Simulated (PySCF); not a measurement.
# ZnBr: changing the method

Aim: see what other levels and later steps give for ZnBr.

Method: each script names its method and basis; program: PySCF 2.14.0.

4 further runs of the same task are left out: 4 that didn't finish.

### 1 Where the work starts

ZnBr: 2 atoms, charge 0, spin multiplicity 2.

Bond lengths: Zn1–Br2 2.144 Å.

### 2 Base script

Input file input.py:

```python
from pyscf import gto, scf, mp

mol = gto.M(
    atom='Zn 0 0 0; Br 0 0 2.144',
    basis='sbkjc',
    ecp={'Zn': 'sbkjc', 'Br': 'sbkjc'},
    charge=0,
    spin=1,
    symmetry=True,
    verbose=3,
)
mf = scf.UHF(mol)
mf.kernel()
mp.MP2(mf).kernel()
mf.dip_moment()
print('orbital energies (hartree):', [e[max(0, n-3):n+3].round(4) for e, n in zip(mf.mo_energy, mol.nelec)])
```

Command:

```sh
$ OMP_NUM_THREADS=1 python input.py
```

Its log is not repeated here.

Base result: E(SCF) = -238.121407 Eh, E(MP2) − E(SCF) = -0.43798 Eh, ⟨S²⟩ = 0.754, μ = 2.72 D (of the SCF density).

The bond length is a typed value, not an optimised one.

### 3 B3lyp5 (UKS)

Run 1 changes functional: none (Hartree–Fock) → b3lyp5; SCF type: UHF → UKS; step after the SCF: mp2 → analyze.

Input file input.py:

```python
from pyscf import gto, dft

mol = gto.M(
    atom='Zn 0 0 0; Br 0 0 2.144',
    basis='sbkjc',
    ecp={'Zn': 'sbkjc', 'Br': 'sbkjc'},
    charge=0,
    spin=1,
    symmetry=True,
    verbose=3,
)
mf = dft.UKS(mol, xc='b3lyp5')
mf.kernel()
mf.mulliken_pop()
mf.dip_moment()
print('orbital energies (hartree):', [e[max(0, n-3):n+3].round(4) for e, n in zip(mf.mo_energy, mol.nelec)])
```

Command:

```sh
$ OMP_NUM_THREADS=1 python input.py
```

### 4 Blyp (UKS)

Run 2 changes functional: none (Hartree–Fock) → blyp; SCF type: UHF → UKS; step after the SCF: mp2 → analyze.

Changes to input.py since step 2:

```diff
@@ -1,2 +1,2 @@
-from pyscf import gto, scf, mp
+from pyscf import gto, dft
 
@@ -11,5 +11,5 @@
 )
-mf = scf.UHF(mol)
+mf = dft.UKS(mol, xc='blyp')
 mf.kernel()
-mp.MP2(mf).kernel()
+mf.mulliken_pop()
 mf.dip_moment()
```

### 5 Frozen orbitals 1

Run 3 changes frozen orbitals: none → 1.

Changes to input.py since step 2:

```diff
@@ -13,3 +13,3 @@
 mf.kernel()
-mp.MP2(mf).kernel()
+mp.MP2(mf, frozen=1).kernel()
 mf.dip_moment()
```

### 6 ROHF

Run 4 changes SCF type: UHF → ROHF.

Input file input.py:

```python
from pyscf import gto, scf, mp

mol = gto.M(
    atom='Zn 0 0 0; Br 0 0 2.144',
    basis='sbkjc',
    ecp={'Zn': 'sbkjc', 'Br': 'sbkjc'},
    charge=0,
    spin=1,
    symmetry=True,
    verbose=3,
)
mf = scf.ROHF(mol)
mf.kernel()
mp.MP2(mf).kernel()
mf.dip_moment()
print('orbital energies (hartree):', mf.mo_energy[..., max(0, mol.nelec[1]-3):mol.nelec[0]+3].round(4))
```

What does the calculation give? Wanted: for each run, E(SCF); from base; SCF dipole; after the SCF.

**Answer**, as computed:

| run | E(SCF) (hartree) | from base (eV) | SCF dipole (D) | after the SCF |
| --- | --- | --- | --- | --- |
| base | -238.121407 | 0 | 2.72 | MP2 correlation -11.918 eV |
| b3lyp5 (UKS) | -239.411196 | not comparable | 2.10 | n/a |
| blyp (UKS) | -239.409646 | not comparable | 1.82 | n/a |
| frozen orbitals 1 | -238.121407 | 0.0000 | 2.72 | MP2 correlation -11.293 eV, core frozen |
| ROHF | -238.120302 | +0.0301 | 2.74 | MP2 correlation -11.913 eV |

In words: Total energies of different functionals can't be compared with each other; differences within one functional can.
